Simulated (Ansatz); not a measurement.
# K2AgBiI6: the cost of one run

Computed with Ansatz 0.2.0 (DFT PBEsol, scalar-relativistic, plane waves, PAW, unless a step's input says otherwise).

3 further runs of the same task are left out: 3 set aside as unsound or not needed.

### Step 1. The starting structure

Symmetry: Fm-3m, No. 225, cubic system. The conventional cell has a = 11.883 Å, b = 11.883 Å, c = 11.883 Å, α = 90.00°, β = 90.00°, γ = 90.00°. K (site symmetry -43m) is surrounded by 12 I at 4.20 Å. Ag (site symmetry m-3m) has 6 I at 2.90 Å as nearest neighbours. Bi (site symmetry m-3m) is surrounded by 6 I at 3.04 Å. I (site symmetry 4mm) is surrounded by 1 Ag at 2.90 Å and 1 Bi at 3.04 Å and 4 K at 4.20 Å.

As a file:

```
K Ag Bi I
1.0
     0.00000    5.94161    5.94161
     5.94161    0.00000    5.94161
     5.94161    5.94161    0.00000
K Ag Bi I
2 1 1 6
Direct
  0.75000 0.75000 0.75000
  0.25000 0.25000 0.25000
  0.50000 0.50000 0.50000
  0.00000 0.00000 0.00000
  0.74434 0.25566 0.25566
  0.25566 0.25566 0.74434
  0.25566 0.74434 0.74434
  0.25566 0.74434 0.25566
  0.74434 0.25566 0.74434
  0.74434 0.74434 0.25566
```

It goes back to an entry of the Materials Project, which need not be the stable form.

This cell was relaxed beforehand with the same method: volume 41.95 Å³/atom, gap on the mesh 0.60 eV.

### Step 2. The reference cell

Reference values: F = -67397.4937 eV; pressure -0.02 GPa; largest force 0.003 eV/Å; gap on the mesh 0.60 eV. It was computed beforehand with the settings of the runs below.

### Step 3. Setting up freezing in a mode

Mode 22 of the phonon run on this cell, counted from the lowest, is frozen in: each atom moves by x times its row below, so x is the largest displacement.

```
atom     ux     uy      uz
  K1  0.000  0.000   0.016
  K2  0.000  0.000   0.016
 Ag3  0.000  0.000   1.000
 Bi4  0.000  0.000  -0.464
  I5  0.000  0.000   0.058
  I6  0.000  0.000  -0.163
  I7  0.000  0.000   0.058
  I8  0.000  0.000   0.058
  I9  0.000  0.000   0.058
 I10  0.000  0.000  -0.163
```

### Step 4. Point x = -0.300 Å

input.yaml reads:

```yaml
crystal:
  lattice:
    - [0.0, 5.9416080816, 5.9416080816]
    - [5.9416080816, 0.0, 5.9416080816]
    - [5.9416080816, 5.9416080816, 0.0]
  atoms:
    - { symbol: K, position: [0.749604156, 0.749604156, 0.750395844] }
    - { symbol: K, position: [0.249604156, 0.249604156, 0.250395844] }
    - { symbol: Ag, position: [0.4747543093, 0.4747543093, 0.5252456907] }
    - { symbol: Bi, position: [0.0117095988, 0.0117095988, -0.0117095988] }
    - { symbol: I, position: [0.7428795235, 0.2542055997, 0.2571204765] }
    - { symbol: I, position: [0.2597878179, 0.2597878179, 0.7402121821] }
    - { symbol: I, position: [0.2542055997, 0.7428795235, 0.7457944003] }
    - { symbol: I, position: [0.2542055997, 0.7428795235, 0.2571204765] }
    - { symbol: I, position: [0.7428795235, 0.2542055997, 0.7457944003] }
    - { symbol: I, position: [0.7484617417, 0.7484617417, 0.2515382583] }
basis:
  ecutwfc: 420
kpoints:
  mp_grid: { grid: [6, 6, 6] }
hamiltonian:
  xc: pbesol
scf:
  occupations: { method: gaussian, width: 0.05 }
output:
  forces: true
  stress: true
  eigenvalues: true
```

Launch:

```
$ ansatz run input.yaml --threads 2 --pin off --max-ram 5120MiB --backend cpu --events-out ev --progress --plain --runs-dir out
```

**Question.** How long does this run take on 2 threads of Arm Neoverse V2, shared host, and how much memory does it need?

About 52 s, with a peak of 1.3 GiB.
